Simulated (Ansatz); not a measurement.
H3IOSi, SMILES O[SiH2]I, the interaction energy of a dimer with the counterpoise correction

With the Ansatz DFT code, driven from Python.

Run as a notebook:

In [1]:
```python
import ansatz as az
```

In [2]:
```python
FIRST = [
    ("O", (-1.314, -0.1672, -0.03)),
    ("Si", (0.2052, 0.3021, 0.2664)),
    ("I", (1.5891, -1.1262, -1.1283)),
    ("H", (-1.4031, -0.8254, -0.6919)),
    ("H", (0.4161, 1.718, -0.115)),
    ("H", (0.5068, 0.0989, 1.699)),
]
SECOND = [
    ("O", (-1.6786, 1.2203, -3.0236)),
    ("Si", (-2.8116, 2.1758, -2.3758)),
    ("I", (-4.1773, 2.8943, -4.2517)),
    ("H", (-1.7703, 1.0652, -3.9438)),
    ("H", (-3.6532, 1.4342, -1.4081)),
    ("H", (-2.1594, 3.3292, -1.7209)),
]
```

In [3]:
```python
def energy(atoms, ghosts=()):
    molecule = az.Crystal.molecule()
    for symbol, xyz in atoms:
        molecule = molecule.atom(symbol, xyz)
    calc = (
        molecule.calculation()
        .basis(gaussian="def2-SVP")
        .correlation("mp2")
    )
    deck = calc.input()
    if ghosts:
        deck = deck.set(az.key.basis.gaussian.ghost_atoms, [{"symbol": s, "position_ang": list(xyz)} for s, xyz in ghosts])
    return az.Session.from_dict(deck).plan().execute().report["free_energy_ev"]
```

In [4]:
```python
# monomers in their own basis and in the basis of the dimer
both = energy(FIRST + SECOND)
alone = energy(FIRST) + energy(SECOND)
ghosted = energy(FIRST, SECOND) + energy(SECOND, FIRST)
print(f"dimer {both:.6f} eV")
print(f"interaction, uncorrected   {23.060548 * (both - alone):8.3f} kcal/mol")
print(f"interaction, counterpoise  {23.060548 * (both - ghosted):8.3f} kcal/mol")
print(f"basis-set superposition    {23.060548 * (alone - ghosted):8.3f} kcal/mol")
```
```text
dimer -36056.443162 eV
interaction, uncorrected     -3.540 kcal/mol
interaction, counterpoise    -1.321 kcal/mol
basis-set superposition       2.218 kcal/mol
```

Uncorrected it is -3.540 kcal/mol, with the counterpoise correction -1.321 kcal/mol; the difference, 2.22 kcal/mol, is the superposition error.

Total energies depend on the basis set; only differences at equal settings carry meaning. The dimer is a generated trial pose of unrelaxed monomers, not a minimum, so the figure is no binding energy, and the basis set is small. def2 sets replace the cores of elements past krypton by effective core potentials. Finished in 13 s on 1 thread of Arm Neoverse V2, with other jobs on the host, peak memory 0.43 GiB.
